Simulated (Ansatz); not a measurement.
# Pb: the cost of one run

Method: DFT LDA, scalar-relativistic, plane waves, PAW, in Ansatz 0.2.0.

2 further runs of the same task are left out: 2 set aside as unsound or not needed.

## 1. The starting structure

It takes space group Fmmm (No. 69, orthorhombic). Conventional cell: a = 2.446 Å, b = 4.233 Å, c = 6.735 Å, α = 90.00°, β = 90.00°, γ = 90.00°. C (site symmetry m2m) is surrounded by 3 C at 1.41 Å.

Structure file:

```xyz
4
Lattice="1.2228 -2.1167 0.0000 1.2228 2.1167 0.0000 0.0000 0.0000 6.7353" Properties=species:S:1:pos:R:3 pbc="T T T"
C     1.2228    1.7641    5.0516
C     1.2228   -0.3527    1.6838
C     1.2228   -1.7641    1.6838
C     1.2228    0.3527    5.0516
```

It goes back to an entry of the Materials Project, which need not be the stable form.

This cell was relaxed beforehand with the same method: volume 8.72 Å³/atom, gap on the mesh none (metal).

## 2. Swap C → Pb

Pb starts from the relaxed positions of C, with all lengths scaled by 1.524, a guess from tabulated radii.

## 3. Probe: one point at the start (Pb)

File input.yaml:

```yaml
crystal:
  lattice:
    - [1.8633150468, -3.2255708329, 0.0]
    - [1.8633150468, 3.2255708329, 0.0]
    - [0.0, 0.0, 10.2635629507]
  atoms:
    - { symbol: Pb, position: [0.0833017589, 0.9166982411, 0.7500092796] }
    - { symbol: Pb, position: [0.5833017589, 0.4166982411, 0.2499907204] }
    - { symbol: Pb, position: [0.9166982411, 0.0833017589, 0.2499907204] }
    - { symbol: Pb, position: [0.4166982411, 0.5833017589, 0.7500092796] }
basis:
  ecutwfc: 420
kpoints:
  mp_grid: { grid: [6, 6, 2] }
hamiltonian:
  xc: lda
scf:
  occupations: { method: gaussian, width: 0.1 }
output:
  forces: true
  stress: true
  eigenvalues: true
```

Run with:

```bash
ansatz run input.yaml --threads 1 --pin off --max-ram 2560MiB --backend cpu --events-out ev --progress --plain --runs-dir out
```

What time and memory should one allow on 1 thread of Intel Xeon at 2.50GHz (Skylake/Cascade Lake), shared host?

About 24 s, with a peak of 0.4 GiB.
